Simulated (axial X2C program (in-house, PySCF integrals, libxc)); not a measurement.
# CoH⁺: properties at the nuclei

Aim: properties at the nuclei of CoH⁺, with spin–orbit coupling in the Hamiltonian from the start.

Computed with an in-house X2C program for linear molecules on PySCF integrals. Level: two-component X2C with atomic mean-field terms, Co dyall-cv3z, H dyall-v3z.

All values are calculated.

## (1) The job

Input file task.json:

```json
{"zs": [27, 1], "q": 1, "bas": ["dyall-cv3z", "dyall-v3z"], "r0": 1.43, "levels": ["PBE0", "HF", "BP86", "TPSSh", "B3LYP"], "nst": 3}
```

Keys: zs atomic numbers; q charge; bas basis sets; r0 starting distance in Å; levels methods (HF also brings MP2); nst determinants followed.

Started as:

```console
> python soeom.py task.json out
```

The runs that follow: Expectation values, lowest determinant; Expectation values, a higher determinant; Expectation values, a higher determinant.

Q: Predict the outcome of this session. Wanted: lowest determinant; Eeff magnitude; Ws magnitude Co; A∥/gI Co; qzz Co; higher determinant (for each run or level that gives them).

As calculated:

| quantity | value |
| --- | --- |
| lowest determinant | Ω = 9/2 (excess of +ω over −ω: ω = 1/2, ω = 3/2, ω = 5/2) |
| Eeff magnitude (GV/cm), PBE0 | 0.664 |
| Ws magnitude Co (kHz), PBE0 | 0.0506 |
| A∥/gI Co (MHz), PBE0 | 580 |
| qzz Co (a.u.), PBE0 | 0.15 |
| higher determinant | Ω = 3/2 (excess of +ω over −ω: ω = 1/2, ω = -3/2, ω = 5/2) |
| Eeff magnitude (GV/cm), PBE0, higher determinant | 0.427 |
| Ws magnitude Co (kHz), PBE0, higher determinant | 0.0963 |
| A∥/gI Co (MHz), PBE0, higher determinant | 603 |
| qzz Co (a.u.), PBE0, higher determinant | -4.03 |
| higher determinant | Ω = 3/2 (excess of +ω over −ω: ω = 3/2) |
| Eeff magnitude (GV/cm), PBE0, higher determinant | 0.674 |
| Ws magnitude Co (kHz), PBE0, higher determinant | 0.154 |
| A∥/gI Co (MHz), PBE0, higher determinant | 378 |
| qzz Co (a.u.), PBE0, higher determinant | 0.13 |

In the first state, the effective field runs from 0.449 to 0.713 GV/cm over the mean-field levels. The expectation values come from single determinants, which for open shells can mix terms of unlike spin or miss the lowest Ω, so a determinant need not be a state. Eeff is the effective electric field on the electron dipole moment in this Ω state and Ws the scalar–pseudoscalar constant (defined with the proton number Z and per Ω); A∥ is the parallel hyperfine constant, which follows by multiplying with the nuclear g factor gI = μI/(I μN); qzz is the electric field gradient, eQq0 = 234.96 MHz × Q/barn × qzz. The operators were transformed with the bare-nucleus X2C matrices. A second determinant lies within 0.1 eV of the first.
